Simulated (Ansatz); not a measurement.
**CH₅InOS₂: how energies converge with the basis set**

Aim: see how fast density functionals converge with the basis set for CH₅InOS₂.

The runs use Ansatz 0.2.0, Gaussian basis; one geometry, several basis sets.

Plan: PBE0-D4/def2-SVP; ωB97M-V/def2-SVP; PBE0-D4/def2-QZVPP; ωB97M-V/def2-QZVPP; the functionals' def2-TZVPP values are taken from earlier runs.

## (1) The relaxed structure

An earlier PBE0-D4 in a triple-zeta def2 set relaxation fixed the geometry. In takes the def2 core potential; no spin-orbit term is included.

SMILES `C[O][In]([SH])[SH]`, 10 atoms, charge 0, spin multiplicity 1.

Atoms are counted from 1 here; the program's logs count them from 0.

Bond lengths: C1–O2 1.402 Å, C1–H6 1.099 Å, C1–H7 1.095 Å, C1–H8 1.099 Å, O2–In3 1.981 Å, In3–S4 2.360 Å, In3–S5 2.372 Å, S4–H9 1.345 Å, S5–H10 1.345 Å. Angles: O2–C1–H6 112.9°, O2–C1–H7 108.4°, O2–C1–H8 112.8°, H6–C1–H7 107.3°, H6–C1–H8 107.8°, H7–C1–H8 107.3°, C1–O2–In3 121.8°, O2–In3–S4 115.1°, O2–In3–S5 118.4°, S4–In3–S5 126.5°, In3–S4–H9 91.5°, In3–S5–H10 92.0°.

## (2) PBE0-D4 in def2-SVP

in.yaml

```yaml
crystal:
  periodic: [false, false, false]
  atoms:
    - {symbol: C, position_ang: [-0.011811, 0.976191, 1.359078]}
    - {symbol: O, position_ang: [-0.168885, -0.346234, 0.919558]}
    - {symbol: In, position_ang: [-0.011810, -0.836079, -0.993858]}
    - {symbol: S, position_ang: [-0.317811, -3.127805, -1.469377]}
    - {symbol: S, position_ang: [0.457897, 0.880242, -2.562122]}
    - {symbol: H, position_ang: [0.982296, 1.386900, 1.131977]}
    - {symbol: H, position_ang: [-0.131156, 0.996009, 2.447494]}
    - {symbol: H, position_ang: [-0.762299, 1.658482, 0.935331]}
    - {symbol: H, position_ang: [-0.523127, -3.405842, -0.169374]}
    - {symbol: H, position_ang: [0.486706, 1.818156, -1.598705]}
basis:
  gaussian: {orbitals: def2-SVP}
hamiltonian: {xc: pbe0, dispersion: d4}
output: {orbitals: {seedname: orbitals}}
```

On the command line:

```sh
> ansatz run in.yaml --threads 4 --pin off --events-out ev --progress --plain --max-ram 10444MiB
```

Further steps of the session: ωB97M-V in def2-SVP; PBE0-D4 in def2-QZVPP; ωB97M-V in def2-QZVPP.

Before running them: what should the planned runs give, taken together? Wanted: PBE0-D4: double and triple zeta above quadruple; ωB97M-V: double and triple zeta above quadruple.

**Answer**, as computed:

| quantity | value |
| --- | --- |
| PBE0-D4: double and triple zeta above quadruple | 12.49, 0.89 eV |
| ωB97M-V: double and triple zeta above quadruple | 12.53, 0.85 eV |

In words: PBE0-D4 gains 11.60 eV from double to triple zeta, then 0.89 eV more. These are total energies; as a rule much of such shifts cancels in differences, which this series doesn't test.
